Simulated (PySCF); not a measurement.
# C3H7BO: electronic excitations at several levels of theory, part 2 of 2

PySCF 2.14.0. Atoms count from 0. Earlier steps stand in the parts before.

### 9 Excited states and response: LC-wPBE/def2-SVPD

What the job is given:

```
{"job": {"kind": "uv", "xc": "LC-wPBE", "basis": "def2-SVPD", "ip": true}, "charge": 0, "multiplicity": 1}
B      0.552873     1.034368     0.971869
C      0.573914    -0.224268     0.071378
C      1.762958    -0.853413    -0.099369
O     -0.499718    -0.765113    -0.555756
C     -1.743206    -0.134664    -0.427809
H     -0.448745     1.659355     1.222154
H      1.603137     1.393982     1.444346
H      2.658978    -0.462009     0.380750
H      1.844304    -1.756644    -0.713917
H     -2.451968    -0.711264    -1.037717
H     -2.100567    -0.124614     0.617029
H     -1.723072     0.905917    -0.796206
```

With the program's defaults for keys left out, this is: TDDFT LC-wPBE/def2-SVPD, vertical, gas phase, core orbitals frozen in the response.

The log of the run:

```text
coarse grid: 9776 points
cycle   1  E = -218.1458949813  dE =  5.898e-01  |g| = 4.963e-01  |ddm| = 4.610e+00
cycle   2  E = -218.1589696741  dE = -1.307e-02  |g| = 4.950e-01  |ddm| = 1.224e+00
cycle   3  E = -218.2008729581  dE = -4.190e-02  |g| = 5.551e-02  |ddm| = 6.331e-01
cycle   4  E = -218.2016217435  dE = -7.488e-04  |g| = 1.991e-02  |ddm| = 1.083e-01
cycle   5  E = -218.2017213535  dE = -9.961e-05  |g| = 7.151e-03  |ddm| = 5.652e-02
cycle   6  E = -218.2017364259  dE = -1.507e-05  |g| = 1.524e-03  |ddm| = 1.201e-02
cycle   7  E = -218.2017373804  dE = -9.545e-07  |g| = 5.125e-04  |ddm| = 3.950e-03
final grid: 93648 points
cycle   8  E = -218.2471925854  dE = -2.615e-05  |g| = 4.127e-03  |ddm| = 7.563e-02
cycle   9  E = -218.2471937328  dE = -1.147e-06  |g| = 3.919e-03  |ddm| = 1.665e-02
cycle  10  E = -218.2471964302  dE = -2.697e-06  |g| = 4.974e-04  |ddm| = 4.323e-03
cycle  11  E = -218.2471965274  dE = -9.724e-08  |g| = 1.629e-04  |ddm| = 1.353e-03
cycle  12  E = -218.2471965263  dE =  1.161e-09  |g| = 3.533e-05  |ddm| = 6.612e-04
cycle  13  E = -218.2471965268  dE = -5.587e-10  |g| = 1.767e-05  |ddm| = 1.046e-04
converged SCF energy = -218.2471965268

Static polarisability (au): isotropic 58.491, principal 41.257 58.483 75.732

Singlet excitations
state   eV       nm        f      main configurations
  1   4.7243    262.4   0.18234   H->L 0.98
  2   5.4185    228.8   0.00135   H-1->L 0.82, H-2->L 0.09
  3   5.8276    212.8   0.00025   H-2->L 0.86
  4   7.2829    170.2   0.05893   H->L+1 0.59, H->L+3 0.26
  5   7.6154    162.8   0.08493   H-3->L 0.62, H->L+4 0.32
  6   7.9833    155.3   0.20500   H->L+4 0.62, H-3->L 0.33
  7   8.1932    151.3   0.00087   H-4->L 0.47, H-5->L 0.32
  8   8.2280    150.7   0.00220   H->L+2 0.56, H->L+3 0.23
  9   8.4011    147.6   0.00277   H-5->L 0.41, H-4->L 0.23, H->L+5 0.11
 10   8.4514    146.7   0.01693   H->L+5 0.38, H->L+1 0.23, H->L+3 0.12

Triplet excitations (Tamm-Dancoff, eV): 2.5584 4.8118 5.1451 6.5214
Vertical ionisation energy (delta-SCF) = 9.0852 eV
```

Wall time 38 s (1 thread of Arm Neoverse V1, shared host); peak memory 0.74 GiB.

This run: HOMO -9.50 eV, LUMO 0.12 eV; lowest singlet 4.72 eV.

### 10 Excited states and response: PBE0/6-31G*

Settings changed since step 9:

```diff
@@ -1,2 +1,2 @@
-{"job": {"kind": "uv", "xc": "LC-wPBE", "basis": "def2-SVPD", "ip": true}, "charge": 0, "multiplicity": 1}
+{"job": {"kind": "uv", "xc": "PBE0", "basis": "6-31G*"}, "charge": 0, "multiplicity": 1}
 B      0.552873     1.034368     0.971869
```

Method: TDDFT PBE0/6-31G*, vertical, gas phase, core orbitals frozen in the response.

The log of the run:

```text
coarse grid: 9776 points
cycle   1  E = -218.2664513516  dE =  4.115e-01  |g| = 4.647e-01  |ddm| = 3.049e+00
cycle   2  E = -218.2322788474  dE =  3.417e-02  |g| = 6.422e-01  |ddm| = 9.211e-01
cycle   3  E = -218.3106890682  dE = -7.841e-02  |g| = 7.984e-02  |ddm| = 5.757e-01
cycle   4  E = -218.3118616705  dE = -1.173e-03  |g| = 3.000e-02  |ddm| = 8.234e-02
cycle   5  E = -218.3120442025  dE = -1.825e-04  |g| = 1.530e-02  |ddm| = 3.810e-02
cycle   6  E = -218.3121152009  dE = -7.100e-05  |g| = 2.443e-03  |ddm| = 1.597e-02
cycle   7  E = -218.3121166479  dE = -1.447e-06  |g| = 6.142e-04  |ddm| = 2.896e-03
final grid: 93648 points
cycle   8  E = -218.2719175366  dE = -2.311e-05  |g| = 9.472e-03  |ddm| = 2.339e-02
cycle   9  E = -218.2719008735  dE =  1.666e-05  |g| = 1.332e-02  |ddm| = 1.647e-02
cycle  10  E = -218.2719372442  dE = -3.637e-05  |g| = 1.848e-03  |ddm| = 9.733e-03
cycle  11  E = -218.2719381072  dE = -8.630e-07  |g| = 3.335e-04  |ddm| = 1.987e-03
cycle  12  E = -218.2719381329  dE = -2.571e-08  |g| = 1.214e-04  |ddm| = 3.562e-04
cycle  13  E = -218.2719381365  dE = -3.601e-09  |g| = 2.925e-05  |ddm| = 1.254e-04
cycle  14  E = -218.2719381368  dE = -2.667e-10  |g| = 5.883e-06  |ddm| = 3.582e-05
converged SCF energy = -218.2719381368

Static polarisability (au): isotropic 49.938, principal 27.367 53.064 69.382

Singlet excitations
state   eV       nm        f      main configurations
  1   4.3385    285.8   0.12971   H->L 0.96
  2   5.1393    241.2   0.00024   H-1->L 0.97
  3   5.6630    218.9   0.00009   H-2->L 0.98
  4   6.8894    180.0   0.08639   H-3->L 0.92
  5   7.3518    168.6   0.00363   H-4->L 0.96
  6   7.9479    156.0   0.00156   H-5->L 0.94
  7   8.0852    153.3   0.26579   H->L+1 0.86
  8   8.1866    151.4   0.01988   H->L+2 0.86
  9   8.7949    141.0   0.00856   H-1->L+1 0.62, H-6->L 0.33
 10   8.9752    138.1   0.01444   H->L+3 0.80, H->L+4 0.12

Triplet excitations (Tamm-Dancoff, eV): 2.4377 4.6589 5.0879 6.1352
```

It took 6 s on 1 thread of Arm Neoverse V1, shared host; peak memory 0.48 GiB.

Key values: HOMO -6.65 eV, LUMO -1.78 eV; lowest singlet 4.34 eV.

### 11 TDDFT and polarisability: PBE0/def2-SVP

Settings changed since step 10:

```diff
@@ -1,2 +1,2 @@
-{"job": {"kind": "uv", "xc": "PBE0", "basis": "6-31G*"}, "charge": 0, "multiplicity": 1}
+{"job": {"kind": "uv", "xc": "PBE0", "basis": "def2-SVP"}, "charge": 0, "multiplicity": 1}
 B      0.552873     1.034368     0.971869
```

Method: TDDFT PBE0/def2-SVP, vertical, gas phase, core orbitals frozen in the response.

The log of the run:

```text
coarse grid: 9776 points
cycle   1  E = -218.0348585630  dE =  3.800e-01  |g| = 4.488e-01  |ddm| = 3.393e+00
cycle   2  E = -218.0019454311  dE =  3.291e-02  |g| = 6.253e-01  |ddm| = 9.459e-01
cycle   3  E = -218.0751617666  dE = -7.322e-02  |g| = 7.655e-02  |ddm| = 5.740e-01
cycle   4  E = -218.0761590976  dE = -9.973e-04  |g| = 3.238e-02  |ddm| = 8.248e-02
cycle   5  E = -218.0763887529  dE = -2.297e-04  |g| = 1.455e-02  |ddm| = 4.124e-02
cycle   6  E = -218.0764538854  dE = -6.513e-05  |g| = 2.330e-03  |ddm| = 1.644e-02
cycle   7  E = -218.0764552522  dE = -1.367e-06  |g| = 5.794e-04  |ddm| = 2.846e-03
final grid: 93648 points
cycle   8  E = -218.1156464511  dE = -2.547e-05  |g| = 9.722e-03  |ddm| = 2.752e-02
cycle   9  E = -218.1156257737  dE =  2.068e-05  |g| = 1.419e-02  |ddm| = 1.742e-02
cycle  10  E = -218.1156663952  dE = -4.062e-05  |g| = 1.803e-03  |ddm| = 1.089e-02
cycle  11  E = -218.1156672415  dE = -8.463e-07  |g| = 3.212e-04  |ddm| = 2.003e-03
cycle  12  E = -218.1156672649  dE = -2.334e-08  |g| = 1.255e-04  |ddm| = 3.743e-04
cycle  13  E = -218.1156672689  dE = -3.989e-09  |g| = 2.579e-05  |ddm| = 1.327e-04
cycle  14  E = -218.1156672691  dE = -2.196e-10  |g| = 5.487e-06  |ddm| = 3.678e-05
converged SCF energy = -218.1156672691

Static polarisability (au): isotropic 52.598, principal 31.707 54.312 71.775

Singlet excitations
state   eV       nm        f      main configurations
  1   4.2516    291.6   0.13233   H->L 0.97
  2   5.0580    245.1   0.00039   H-1->L 0.97
  3   5.5207    224.6   0.00008   H-2->L 0.98
  4   6.7860    182.7   0.08365   H-3->L 0.92
  5   7.1932    172.4   0.00443   H-4->L 0.96
  6   7.7910    159.1   0.00464   H-5->L 0.91
  7   7.8772    157.4   0.24961   H->L+1 0.77, H->L+2 0.08
  8   7.9124    156.7   0.06599   H->L+2 0.59, H->L+3 0.22, H->L+1 0.12
  9   8.2526    150.2   0.01517   H->L+3 0.65, H->L+2 0.30
 10   8.5540    144.9   0.00124   H->L+4 0.93

Triplet excitations (Tamm-Dancoff, eV): 2.4236 4.5858 4.9400 6.0237
```

Run time: 7.7 s. Hardware: 1 thread of Arm Neoverse V1, shared host; peak memory 0.55 GiB.

In short: HOMO -6.83 eV, LUMO -2.03 eV; lowest singlet 4.25 eV.

### 12 Side by side: electronic excitations

Excitations and ground-state properties, with basis size and wall time:

```tsv
run	lowest singlet (eV)	brightest (eV)	f	gap (eV)	α (Å³)	μ (D)	functions	time
LDA/def2-SVPD	3.49	6.95	0.236	2.68	9.42	0.60	159	34 s
PBE/def2-SVPD	3.58	6.98	0.227	2.77	9.29	0.59	159	47 s
B3LYP/def2-SVPD	4.15	7.32	0.235	4.43	9.03	0.52	159	33 s
PBE0/def2-SVPD	4.25	7.48	0.240	4.84	8.95	0.51	159	33 s
BHandHLYP/def2-SVPD	4.77	7.88	0.201	6.89	8.72	0.49	159	24 s
CAM-B3LYP/def2-SVPD	4.48	7.60	0.222	7.22	8.89	0.52	159	40 s
wB97X-D/def2-SVPD	4.50	7.71	0.240	8.50	8.89	0.54	159	37 s
LC-wPBE/def2-SVPD	4.72	7.98	0.205	9.62	8.67	0.57	159	38 s
PBE0/6-31G*	4.34	8.09	0.266	4.87	7.40	0.49	84	6 s
PBE0/def2-SVP	4.25	7.88	0.250	4.80	7.79	0.55	105	7.7 s
```

### 13 Results

This closing draws on all 2 parts.

| quantity | value |
| --- | --- |
| lowest singlet (LDA/def2-SVPD) | 3.49 eV (355 nm), f = 0.068 |
| brightest single state of those computed | state 9, 6.95 eV, f = 0.236 |
| lowest triplet | 2.32 eV |
| vertical ionisation energy (ΔSCF) | 9.22 eV |
| vertical electron affinity (ΔSCF) | 0.46 eV |
| range of the lowest singlet | 3.49 to 4.77 eV |

In words: Single values in the summary come from the first run of each kind that ended normally (LDA/def2-SVPD), which need not be the best level. The lowest singlet, at 3.49 eV, is HOMO→LUMO 0.92 and is bright; of the 10 states computed, the strongest absorption comes from state 9 at 6.95 eV. The lowest triplet lies 1.17 eV below the lowest singlet (triplets in Tamm-Dancoff, singlets in full TDDFT). The orbital energy would give 6.04 eV for ionisation, ΔSCF gives 9.22 eV. The lowest singlet runs from 3.49 eV (LDA/def2-SVPD) to 4.77 eV (BHandHLYP/def2-SVPD), while the orbital gap spans 2.68 to 9.62 eV. The lowest state need not be the same one in every run.
